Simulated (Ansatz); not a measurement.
# C2H5NOSi: one species, many methods

The task here is to estimate one member of a computed series from the others.

Method: functionals in def2-TZVPP, the program's frozen cores in correlated methods; program: Ansatz 0.2.0, Gaussian basis.

The runs, in order: PBE-D4, r2SCAN-D4, PBE0-D4, B3LYP-D4, ωB97X-V, ωB97M-V, B2PLYP; CCSD(T)/def2-TZVPP; MP2/def2-QZVPP; extrapolation to the limit.

## The geometry

An earlier PBE0-D4 in a triple-zeta def2 set relaxation fixed the geometry.

SMILES `O[SiH2]C1=NC1`, 10 atoms, charge 0, spin multiplicity 1.

Atoms are counted from 1 here; the program's logs count them from 0.

Bond lengths: O1–Si2 1.637 Å, O1–H6 0.959 Å, Si2–C3 1.860 Å, Si2–H7 1.478 Å, Si2–H8 1.486 Å, C3–N4 1.258 Å, C3–C5 1.462 Å, N4–C5 1.501 Å, C5–H9 1.086 Å, C5–H10 1.086 Å. Angles: Si2–O1–H6 118.4°, O1–Si2–C3 110.9°, O1–Si2–H7 107.5°, O1–Si2–H8 113.2°, C3–Si2–H7 109.1°, C3–Si2–H8 105.7°, H7–Si2–H8 110.5°, Si2–C3–N4 140.3°, Si2–C3–C5 153.2°, N4–C3–C5 66.5°, C3–N4–C5 63.3°, C3–C5–N4 50.2°, C3–C5–H9 120.0°, C3–C5–H10 120.3°, N4–C5–H9 116.7°, N4–C5–H10 116.8°, H9–C5–H10 116.1°.

The first run:

The input, in.yaml:

```yaml
crystal:
  periodic: [false, false, false]
  atoms:
    - {symbol: O, position_ang: [-1.971118, -0.985178, -1.031159]}
    - {symbol: Si, position_ang: [-0.935831, -0.921052, 0.234638]}
    - {symbol: C, position_ang: [0.433581, 0.294948, -0.088363]}
    - {symbol: N, position_ang: [0.774452, 1.168077, -0.927253]}
    - {symbol: C, position_ang: [1.668833, 0.993076, 0.265245]}
    - {symbol: H, position_ang: [-2.237667, -0.162303, -1.444372]}
    - {symbol: H, position_ang: [-0.354975, -2.270073, 0.401730]}
    - {symbol: H, position_ang: [-1.580457, -0.473542, 1.496144]}
    - {symbol: H, position_ang: [2.629613, 0.518246, 0.089846]}
    - {symbol: H, position_ang: [1.656870, 1.786601, 1.006745]}
basis:
  gaussian: {orbitals: def2-TZVPP}
hamiltonian: {xc: pbe, dispersion: d4}
output: {forces: true, orbitals: {seedname: orbitals}}
```

On the command line:

```bash
> ansatz run in.yaml --threads 4 --pin off --events-out ev --progress --plain --max-ram 10444MiB
```

Among the steps run: PBE-D4 (GGA); r2SCAN-D4 (meta-GGA); PBE0-D4 (hybrid); B3LYP-D4 (hybrid); ωB97X-V (range-separated); ωB97M-V (range-separated); B2PLYP (double hybrid); CCSD(T) in def2-TZVPP; MP2 in def2-QZVPP.

One table of the session follows, with a row left open; its other results are not shown here.

```
            method  atomisation energy (kJ/mol)
            PBE-D4                       3967.0
         r2SCAN-D4                            ?
           PBE0-D4                       3863.3
          B3LYP-D4                       3857.0
           ωB97X-V                       3877.6
           ωB97M-V                       3874.3
            B2PLYP                       3820.9
     HF/def2-TZVPP                       2651.0
    MP2/def2-TZVPP                       3834.9
   CCSD/def2-TZVPP                       3665.7
CCSD(T)/def2-TZVPP                       3740.1
           MP2/CBS                       3953.6
       CCSD(T)/CBS                       3858.8
```

Estimate the missing values for r2SCAN-D4.

**Answer.** atomisation energy (kJ/mol): 3859.6. In the column «atomisation energy (kJ/mol)» it lies between CCSD(T)/CBS (3858.8) and PBE0-D4 (3863.3).

Caveats from the session: Free atoms (1 O, 1 Si, 2 C, 1 N, 5 H) were run apart at each level; the atomisation energy is their sum less the molecule, without zero-point or spin-orbit terms.
